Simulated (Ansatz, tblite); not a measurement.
**[MoO3Br]- (MoBrO3−): rung by rung**

One table from this session's results is given with a row withheld; the runs are named, their logs left out.

The runs use Ansatz 0.2.0, Gaussian basis; as each input shows.

Levels to be run: GFN1-xTB, GFN2-xTB, PBE-D4/def2-TZVPD, r2SCAN-D4/def2-TZVPD, B97M-V/def2-TZVPD, revPBE-D4/def2-TZVPD, B3LYP-D4/def2-TZVPD, r2SCAN0-D4/def2-TZVPD, ωB97M-V/def2-TZVPD, CAM-B3LYP-D4/def2-TZVPD, LDA/def2-TZVPD, PBE-D4/def2-SVPD, PBE0-D4/def2-SVPD, CCSD(T)/def2-SVPD, MP2/def2-TZVPD, RPA/def2-TZVPD.

1 further run of the same task is left out (set aside as unsound or not needed). Runs told in other sessions of the task aren't counted.

## The structure

The geometry is that of the singlet, from an earlier relaxation (r2SCAN-D4/def2-SVPD).

5 atoms, charge -1, spin multiplicity 1.

Bond lengths: Mo1–O2 1.726 Å, Mo1–O3 1.726 Å, Mo1–O4 1.726 Å, Mo1–Br5 2.517 Å. Angles: O2–Mo1–O3 109.6°, O2–Mo1–O4 109.6°, O2–Mo1–Br5 109.3°, O3–Mo1–O4 109.6°, O3–Mo1–Br5 109.3°, O4–Mo1–Br5 109.4°.

Formally the metal is d0. Mo takes a core potential in the def2 sets. No spin-orbit coupling is included. The ion is computed in the gas phase, without counter-ions or solvent.

PBE0-D4/def2-TZVPD was run before; its log isn't repeated, and its numbers join the tables.

The first run:

Tight binding, by tblite at 300 K electronic temperature and without a spin-polarisation term:

```python
tblite.interface.Calculator('GFN1-xTB', numbers, positions, charge=-1, uhf=0).singlepoint()
```

Tight binding, by tblite at 300 K electronic temperature and without a spin-polarisation term:

```python
tblite.interface.Calculator('GFN2-xTB', numbers, positions, charge=-1, uhf=0).singlepoint()
```

start.molden holds the orbitals of an earlier run on this state, given as this run's starting guess.

in.yaml reads:

```yaml
crystal:
  periodic: [false, false, false]
  atoms:
    - {symbol: Mo, position_ang: [0.075110, 0.131621, 0.054163]}
    - {symbol: O, position_ang: [0.081639, 0.110905, 1.779809]}
    - {symbol: O, position_ang: [1.698402, 0.143180, -0.531646]}
    - {symbol: O, position_ang: [-0.753021, 1.538483, -0.505556]}
    - {symbol: Br, position_ang: [-1.102140, -1.924200, -0.796780]}
basis:
  gaussian: {orbitals: def2-TZVPD, initial_orbitals: start.molden}
total_charge: -1
hamiltonian: {xc: pbe, dispersion: d4}
scf: {omitted_lower_state_checks: [starts]}
output: {forces: true, orbitals: {seedname: orbitals}}
```

Launch:

```sh
$ ansatz run in.yaml --threads 4 --pin off --events-out ev --progress --plain --max-ram 3916MiB
```

Among the steps run: PBE-D4/def2-TZVPD; r2SCAN-D4/def2-TZVPD; B97M-V/def2-TZVPD; revPBE-D4/def2-TZVPD; B3LYP-D4/def2-TZVPD; r2SCAN0-D4/def2-TZVPD; ωB97M-V/def2-TZVPD; CAM-B3LYP-D4/def2-TZVPD; LDA/def2-TZVPD; PBE-D4/def2-SVPD; PBE0-D4/def2-SVPD; CCSD(T)/def2-SVPD; MP2/def2-TZVPD; RPA/def2-TZVPD.

One table of the session follows, with a row left open; its other results are not shown here.

| level | HOMO (eV) | LUMO (eV) | gap (eV) |
| --- | --- | --- | --- |
| LDA/def2-TZVPD | -2.44 | 1.86 | 4.30 |
| PBE-D4/def2-SVPD | -2.30 | 1.99 | 4.29 |
| PBE-D4/def2-TZVPD | -2.20 | 2.10 | 4.30 |
| revPBE-D4/def2-TZVPD | -2.12 | 2.19 | 4.31 |
| r2SCAN-D4/def2-TZVPD | -2.54 | 2.17 | 4.71 |
| B97M-V/def2-TZVPD | -2.63 | 2.19 | 4.81 |
| B3LYP-D4/def2-TZVPD | ? | ? | ? |
| PBE0-D4/def2-SVPD | -3.90 | 2.71 | 6.60 |
| PBE0-D4/def2-TZVPD | -3.78 | 2.83 | 6.62 |
| r2SCAN0-D4/def2-TZVPD | -4.04 | 2.88 | 6.91 |
| CAM-B3LYP-D4/def2-TZVPD | -5.25 | 3.35 | 8.60 |
| ωB97M-V/def2-TZVPD | -6.18 | 3.48 | 9.65 |

Estimate the missing values for B3LYP-D4/def2-TZVPD.

The run gave: HOMO (eV): -3.54; LUMO (eV): 2.58; gap (eV): 6.12. In the column «HOMO (eV)» it lies between PBE0-D4/def2-TZVPD (-3.78) and B97M-V/def2-TZVPD (-2.63).
